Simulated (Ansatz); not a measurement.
# C₂H₇AlFN: basis-set convergence

Aim: see how fast density functionals converge with the basis set for C₂H₇AlFN.

The runs use Ansatz 0.2.0, Gaussian basis; one geometry, several basis sets.

The runs, in order: PBE0-D4/def2-SVP; ωB97M-V/def2-SVP; PBE0-D4/def2-QZVPP; ωB97M-V/def2-QZVPP; the functionals' def2-TZVPP values are taken from earlier runs.

**1. Structure used throughout**

An earlier PBE0-D4 in a triple-zeta def2 set relaxation fixed the geometry.

SMILES `C[CH2][Al]([NH2])[F]`, 12 atoms, charge 0, spin multiplicity 1.

Atoms are counted from 1 here; the program's logs count them from 0.

Bond lengths: C1–C2 1.529 Å, C1–H6 1.094 Å, C1–H7 1.094 Å, C1–H8 1.094 Å, C2–Al3 1.947 Å, C2–H9 1.097 Å, C2–H10 1.097 Å, Al3–N4 1.762 Å, Al3–F5 1.656 Å, N4–H11 1.007 Å, N4–H12 1.007 Å. Angles: C2–C1–H6 112.0°, C2–C1–H7 111.7°, C2–C1–H8 111.7°, H6–C1–H7 107.1°, H6–C1–H8 107.1°, H7–C1–H8 107.0°, C1–C2–Al3 115.0°, C1–C2–H9 110.3°, C1–C2–H10 110.3°, Al3–C2–H9 108.0°, Al3–C2–H10 108.1°, H9–C2–H10 104.6°, C2–Al3–N4 123.1°, C2–Al3–F5 120.4°, N4–Al3–F5 116.5°, Al3–N4–H11 125.1°, Al3–N4–H12 124.5°, H11–N4–H12 110.4°.

**2. PBE0-D4 in def2-SVP**

File in.yaml:

```yaml
crystal:
  periodic: [false, false, false]
  atoms:
    - {symbol: C, position_ang: [-0.605000, 0.715757, 1.318204]}
    - {symbol: C, position_ang: [0.529189, 0.985185, 0.328302]}
    - {symbol: Al, position_ang: [0.722460, -0.342383, -1.082101]}
    - {symbol: N, position_ang: [-0.319475, -1.755809, -1.223376]}
    - {symbol: F, position_ang: [1.907054, -0.181243, -2.227693]}
    - {symbol: H, position_ang: [-0.668970, 1.490004, 2.088371]}
    - {symbol: H, position_ang: [-0.473886, -0.239568, 1.833921]}
    - {symbol: H, position_ang: [-1.577432, 0.678401, 0.819426]}
    - {symbol: H, position_ang: [1.486828, 1.060486, 0.857631]}
    - {symbol: H, position_ang: [0.397430, 1.966253, -0.144001]}
    - {symbol: H, position_ang: [-0.245762, -2.459627, -1.939532]}
    - {symbol: H, position_ang: [-1.075335, -1.972555, -0.595052]}
basis:
  gaussian: {orbitals: def2-SVP}
hamiltonian: {xc: pbe0, dispersion: d4}
output: {orbitals: {seedname: orbitals}}
```

Launch:

```
> ansatz run in.yaml --threads 4 --pin off --events-out ev --progress --plain --max-ram 10444MiB
```

After this run come: ωB97M-V in def2-SVP; PBE0-D4 in def2-QZVPP; ωB97M-V in def2-QZVPP.

**Question.** What will the summary of the whole plan be? Wanted: PBE0-D4: double and triple zeta above quadruple; ωB97M-V: double and triple zeta above quadruple.

As calculated:

| quantity | value |
| --- | --- |
| PBE0-D4: double and triple zeta above quadruple | 10.67, 0.60 eV |
| ωB97M-V: double and triple zeta above quadruple | 10.91, 0.58 eV |

In words: For PBE0-D4 the step from double to triple zeta gains 10.07 eV and the next only 0.60 eV. Total energies overstate the basis error of differences, where much of it tends to cancel. The LUMO of ωB97M-V is positive and keeps falling with the basis (1.86 to 0.99 eV): an unbound level that the basis holds in place.
